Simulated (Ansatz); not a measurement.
# Co: the cost of one run

Computed with Ansatz 0.2.0 (DFT PBEsol, scalar-relativistic, plane waves, PAW, unless a step's input says otherwise).

3 further runs of the same task are left out: 1 that didn't finish, 2 set aside as unsound or not needed.

**1. Starting point**

Symmetry: P6_3/mmc, No. 194, hexagonal system. Conventional cell: a = 2.456 Å, b = 2.456 Å, c = 3.969 Å, α = 90.00°, β = 90.00°, γ = 120.00°. Around Co (site symmetry -6m2) lie 12 Co at 2.44 to 2.46 Å.

Structure file:

```cif
data_structure
_symmetry_space_group_name_H-M 'P6_3/mmc'
_symmetry_Int_Tables_number 194
_cell_length_a 2.4564
_cell_length_b 2.4564
_cell_length_c 3.9695
_cell_angle_alpha 90.000
_cell_angle_beta 90.000
_cell_angle_gamma 120.000
_cell_volume 20.74
loop_
_atom_site_label
_atom_site_type_symbol
_atom_site_symmetry_multiplicity
_atom_site_Wyckoff_symbol
_atom_site_fract_x
_atom_site_fract_y
_atom_site_fract_z
_atom_site_occupancy
Co1 Co 2 d 0.66667 0.33333 0.25000 1
```

It goes back to an entry of the Materials Project.

It is the result of an earlier relaxation at this level (volume 10.37 Å³/atom; gap on the mesh: none (metal), site moments up to 1.6 μB).

**2. Cutting the slab**

Miller indices refer to the conventional cell of the relaxed bulk, P6_3/mmc (No. 194): a = 2.456 Å, b = 2.456 Å, c = 3.969 Å, α = 90.00°, β = 90.00°, γ = 120.00°.

A (001) slab, 6.0 Å thick as cut, with 17 Å of vacuum; its outer planes are Co (top) and Co (bottom).

The slab as cut. Its planes from the bottom up:

| plane | atoms per cell | height over the lowest (Å) |
| --- | --- | --- |
| 1 | Co | 0.00 |
| 2 | Co | 1.98 |
| 3 | Co | 3.97 |
| 4 | Co | 5.95 |

**3. The clean surface, relaxed**

File input.yaml:

```yaml
crystal:
  lattice:
    - [2.4564188984, 0.0, 0.0]
    - [-1.2282094492, 2.1273211683, 0.0]
    - [0.0, 0.0, 22.954261158]
  atoms:
    - { symbol: Co, position: [0.3333333333, 0.6666666667, 0.370301616], spin: 1.8 }
    - { symbol: Co, position: [0.6666666667, 0.3333333333, 0.4567687884], spin: 1.8 }
    - { symbol: Co, position: [0.3333333333, 0.6666666667, 0.5432312116], spin: 1.8 }
    - { symbol: Co, position: [0.6666666667, 0.3333333333, 0.629698384], spin: 1.8 }
basis:
  ecutwfc: 420
kpoints:
  mp_grid: { grid: [12, 12, 1] }
hamiltonian:
  xc: pbesol
scf:
  occupations: { method: gaussian, width: 0.1 }
output:
  forces: true
  eigenvalues: true
  populations: true
  write_density: true
  write_potential: true
  elf: true
  volumetric_format: npy
magnetization:
  spin_polarized: true
relax:
  adjacent_minimum: "off"
  f_tol: 0.03
  max_steps: 70
  constraints: [{ sites: [0, 1] }]
efield:
  axis: 3
  dipole_correction: true
  ramp_width: 0.04
```

Launch:

```bash
> ansatz run input.yaml --threads 2 --pin off --max-ram 5120MiB --backend cpu --events-out ev --progress --plain --runs-dir out
```

Q: Estimate wall time and peak memory on 2 threads of Intel Xeon at 2.50GHz (Skylake/Cascade Lake), shared host.

About 1.8 min, with a peak of 0.51 GiB.
